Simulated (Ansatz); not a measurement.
# RuCl2 (CdI2 type): other levels of theory at one geometry

The task here is to estimate one member of a computed series from the others.

Method: DFT at several levels, plane waves, PAW, in Ansatz 0.2.0.

## Starting point

It takes space group P-3m1 (No. 164, trigonal). The conventional cell has a = 3.599 Å, b = 3.599 Å, c = 6.342 Å, α = 90.00°, β = 90.00°, γ = 120.00°. Ru (site symmetry -3m) is surrounded by 6 Cl at 2.41 Å. Cl (site symmetry 3m) has 3 Ru at 2.41 Å in its first shell of neighbours.

As a file:

```
CELL_PARAMETERS angstrom
3.59915 0.00000 0.00000
-1.79957 3.11695 0.00000
0.00000 0.00000 6.34227
ATOMIC_POSITIONS crystal
Ru 0.00000 0.00000 0.00000
Cl 0.33333 0.66667 0.19273
Cl 0.66667 0.33333 0.80727
```

An earlier run at PBE left this cell at 23.717 Å³/atom and 0.00 GPa (12×12×6 mesh), gap on the mesh 1.07 eV.

Levels to run: PBE+SOC; r²SCAN; PBEsol; LDA; HSE06. Hardware: 2 threads of Arm Neoverse V2, shared host.

Set-up of the first run:

File input.yaml:

```yaml
crystal:
  lattice:
    - [3.5991493021, 0.0, 0.0]
    - [-1.799574651, 3.1169547276, 0.0]
    - [0.0, 0.0, 6.342269991]
  atoms:
    - { symbol: Ru, position: [0.0, 0.0, 0.0] }
    - { symbol: Cl, position: [0.3333333333, 0.6666666667, 0.1927259863] }
    - { symbol: Cl, position: [0.6666666667, 0.3333333333, 0.8072740137] }
basis:
  ecutwfc: 420
  ecutrho_ratio: 4
kpoints:
  mp_grid: { grid: [12, 12, 6] }
hamiltonian:
  xc: pbe
scf:
  occupations: { method: gaussian, width: 0.05 }
output:
  forces: true
  stress: true
  eigenvalues: true
  populations: true
  dos: { projected: true, de: 0.02 }
  write_density: true
  write_potential: true
  elf: true
  volumetric_format: npy
magnetization:
  noncollinear: true
  spin_orbit: true
```

Launch:

```
> ansatz run input.yaml --threads 2 --pin off --max-ram 2662MiB --backend cpu --events-out ev --progress --plain --runs-dir out
```

Steps of the session up to this table: PBE+SOC; r²SCAN; PBEsol; LDA; HSE06.

One of the session's tables, all rows but one given; the rest of the session is left out.

```
  level  gap on the mesh (eV)  pressure (GPa)
    PBE                  1.07             0.0
    LDA                  0.92            -6.2
 PBEsol                  1.00            -3.8
PBE+SOC                     ?               ?
 r²SCAN                  1.53            -0.3
  HSE06                  3.04            -0.7
```

**Question.** Estimate the row for PBE+SOC.

**Answer.** gap on the mesh (eV): 1.08; pressure (GPa): 0.1. In the column «gap on the mesh (eV)» it lies between PBE (1.07) and r²SCAN (1.53).

The pressure runs from -6.2 GPa (LDA) to 0.1 GPa (PBE+SOC); a negative pressure means that level wants a smaller cell, a positive one a larger cell. The gap is widest with HSE06 (3.04 eV) and narrowest with LDA (0.92 eV). Total energies of different levels have different zeros and can't be compared.

Limits of these values: Warnings in the runs' records: stress scf threshold loose, stress exchange threshold loose.
